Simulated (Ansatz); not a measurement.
# Ge: the cost of one run

Method: DFT r2SCAN, scalar-relativistic, plane waves, PAW, in Ansatz 0.2.0.

2 further runs of the same task are left out: 2 set aside as unsound or not needed. Runs told in other sessions of the task aren't counted.

## (1) Starting point

Symmetry: P4_32_12, No. 96, tetragonal system. The conventional cell has a = 5.949 Å, b = 5.949 Å, c = 7.089 Å, α = 90.00°, β = 90.00°, γ = 90.00°. Ge (site symmetry 2) has 4 Ge at 2.48 to 2.49 Å in its first shell of neighbours. Ge (site symmetry 1) is surrounded by 4 Ge at 2.48 to 2.51 Å.

As a file:

```xyz
12
Lattice="5.9486 0.0000 0.0000 0.0000 5.9486 0.0000 0.0000 0.0000 7.0894" Properties=species:S:1:pos:R:3 pbc="T T T"
Ge    0.5025    0.5025    0.0000
Ge    2.4718    3.4768    5.3170
Ge    5.4461    5.4461    3.5447
Ge    3.4768    2.4718    1.7723
Ge    1.0065    2.2177    1.7318
Ge    0.7566    3.9808   -0.0405
Ge    4.9421    3.7309    5.2765
Ge    5.1920    1.9678    3.5042
Ge    3.9808    0.7566    0.0405
Ge    3.7309    4.9421    1.8129
Ge    1.9678    5.1920    3.5852
Ge    2.2177    1.0065    5.3575
```

This cell was relaxed beforehand with the same method: volume 20.91 Å³/atom, gap on the mesh 0.74 eV.

## (2) Electronic structure at the relaxed geometry

input.yaml

```yaml
crystal:
  lattice:
    - [5.9485817736, 0.0, 0.0]
    - [0.0, 5.9485817736, 0.0]
    - [0.0, 0.0, 7.0893631428]
  atoms:
    - { symbol: Ge, position: [0.0844686895, 0.0844686895, 0.0] }
    - { symbol: Ge, position: [0.4155313105, 0.5844686895, 0.75] }
    - { symbol: Ge, position: [0.9155313105, 0.9155313105, 0.5] }
    - { symbol: Ge, position: [0.5844686895, 0.4155313105, 0.25] }
    - { symbol: Ge, position: [0.1692033319, 0.3728100964, 0.2442841429] }
    - { symbol: Ge, position: [0.1271899036, 0.6692033319, -0.0057158571] }
    - { symbol: Ge, position: [0.8307966681, 0.6271899036, 0.7442841429] }
    - { symbol: Ge, position: [0.8728100964, 0.3307966681, 0.4942841429] }
    - { symbol: Ge, position: [0.6692033319, 0.1271899036, 0.0057158571] }
    - { symbol: Ge, position: [0.6271899036, 0.8307966681, 0.2557158571] }
    - { symbol: Ge, position: [0.3307966681, 0.8728100964, 0.5057158571] }
    - { symbol: Ge, position: [0.3728100964, 0.1692033319, 0.7557158571] }
basis:
  ecutwfc: 500
kpoints:
  mp_grid: { grid: [6, 6, 4] }
  band_path:
    path:
      - [[0.0, 0.0, 0.0], [0.0, 0.5, 0.0], [0.5, 0.5, 0.0], [0.0, 0.0, 0.0], [0.0, 0.0, 0.5], [0.0, 0.5, 0.5], [0.5, 0.5, 0.5], [0.0, 0.0, 0.5]]
      - [[0.0, 0.5, 0.0], [0.0, 0.5, 0.5]]
      - [[0.5, 0.5, 0.0], [0.5, 0.5, 0.5]]
    npoints: 10
hamiltonian:
  xc: r2scan
scf:
  occupations: { method: gaussian, width: 0.02 }
  n_extra_bands: 30
output:
  forces: true
  stress: true
  eigenvalues: true
  populations: true
  dos: { projected: true, de: 0.02, nscf_kmesh: { grid: [9, 9, 6] } }
  bader: false
  write_density: true
  write_potential: true
  elf: true
  volumetric_format: npy
```

The run is started by

```console
$ ansatz run input.yaml --threads 4 --pin off --max-ram 10240MiB --backend cpu --events-out ev --progress --plain --runs-dir out
```

Q: Estimate wall time and peak memory on 4 threads of Intel Xeon at 2.50GHz (Skylake/Cascade Lake), shared host.

About 4.7 min, with a peak of 2.9 GiB.
